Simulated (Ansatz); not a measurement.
# C6H15B: small, medium and large basis sets

One table from this session's results is given with a row withheld; the runs are named, their logs left out.

Computed with Ansatz 0.2.0, Gaussian basis. Level: one geometry, several basis sets.

Plan: PBE0-D4/def2-SVP; ωB97M-V/def2-SVP; PBE0-D4/def2-QZVPP; ωB97M-V/def2-QZVPP; the functionals' def2-TZVPP values are taken from earlier runs.

### The relaxed structure

An earlier PBE0-D4 in a triple-zeta def2 set relaxation fixed the geometry.

SMILES `CCB(CC)CC`, 22 atoms, charge 0, spin multiplicity 1.

Atoms are counted from 1 here; the program's logs count them from 0.

Bond lengths: C1–C2 1.522 Å, C1–H8 1.093 Å, C1–H9 1.093 Å, C1–H10 1.093 Å, C2–B3 1.571 Å, C2–H11 1.103 Å, C2–H12 1.099 Å, B3–C4 1.573 Å, B3–C6 1.572 Å, C4–C5 1.537 Å, C4–H13 1.095 Å, C4–H14 1.096 Å, C5–H15 1.093 Å, C5–H16 1.094 Å, C5–H17 1.094 Å, C6–C7 1.539 Å, C6–H18 1.095 Å, C6–H19 1.095 Å and more. Angles: C2–C1–H8 111.5°, C2–C1–H9 112.1°, C2–C1–H10 111.3°, H8–C1–H9 107.4°, H8–C1–H10 107.0°, H9–C1–H10 107.3°, C1–C2–B3 118.9°, C1–C2–H11 109.9°, C1–C2–H12 110.7°, B3–C2–H11 104.2°, B3–C2–H12 108.8°, H11–C2–H12 102.9°, C2–B3–C4 118.8°, C2–B3–C6 121.9°, C4–B3–C6 119.2°, B3–C4–C5 108.0°, B3–C4–H13 112.5°, B3–C4–H14 111.4° and more.

Set-up of the first run:

in.yaml

```yaml
crystal:
  periodic: [false, false, false]
  atoms:
    - {symbol: C, position_ang: [2.160456, 0.234704, 1.280789]}
    - {symbol: C, position_ang: [1.187497, -0.754628, 0.655189]}
    - {symbol: B, position_ang: [-0.106659, -0.205685, -0.045699]}
    - {symbol: C, position_ang: [-1.261501, -1.213693, -0.400453]}
    - {symbol: C, position_ang: [-2.311642, -1.145566, 0.719732]}
    - {symbol: C, position_ang: [-0.258258, 1.307071, -0.444686]}
    - {symbol: C, position_ang: [0.431372, 1.496926, -1.806808]}
    - {symbol: H, position_ang: [2.509870, 0.969940, 0.551179]}
    - {symbol: H, position_ang: [3.043282, -0.260962, 1.692744]}
    - {symbol: H, position_ang: [1.690040, 0.791863, 2.095509]}
    - {symbol: H, position_ang: [1.696436, -1.336327, -0.132247]}
    - {symbol: H, position_ang: [0.897007, -1.526135, 1.381491]}
    - {symbol: H, position_ang: [-0.904579, -2.245339, -0.490529]}
    - {symbol: H, position_ang: [-1.745668, -0.950002, -1.348020]}
    - {symbol: H, position_ang: [-3.149441, -1.818630, 0.522658]}
    - {symbol: H, position_ang: [-2.719269, -0.136465, 0.826200]}
    - {symbol: H, position_ang: [-1.885463, -1.429716, 1.686225]}
    - {symbol: H, position_ang: [-1.309232, 1.600496, -0.540156]}
    - {symbol: H, position_ang: [0.205850, 1.982738, 0.280881]}
    - {symbol: H, position_ang: [-0.011632, 0.854522, -2.573141]}
    - {symbol: H, position_ang: [1.496761, 1.256182, -1.755407]}
    - {symbol: H, position_ang: [0.344785, 2.528727, -2.155472]}
basis:
  gaussian: {orbitals: def2-SVP}
hamiltonian: {xc: pbe0, dispersion: d4}
output: {orbitals: {seedname: orbitals}}
```

Started as:

```console
> ansatz run in.yaml --threads 2 --pin off --events-out ev --progress --plain --max-ram 32768MiB --backend cpu
```

Among the steps run: PBE0-D4 in def2-SVP; ωB97M-V in def2-SVP; PBE0-D4 in def2-QZVPP; ωB97M-V in def2-QZVPP.

One of the session's tables, all rows but one given; the rest of the session is left out.

It belongs to the step «Density functionals: the series». 

```
functional       basis  HOMO (eV)  LUMO (eV)
   PBE0-D4    def2-SVP      -7.83      -0.16
   PBE0-D4  def2-TZVPP          ?          ?
   PBE0-D4  def2-QZVPP      -7.86      -0.32
   ωB97M-V    def2-SVP     -10.13       1.82
   ωB97M-V  def2-TZVPP     -10.16       1.61
   ωB97M-V  def2-QZVPP     -10.16       1.42
```

Estimate the missing values for PBE0-D4, def2-TZVPP.

The run gave: HOMO (eV): -7.86; LUMO (eV): -0.28.
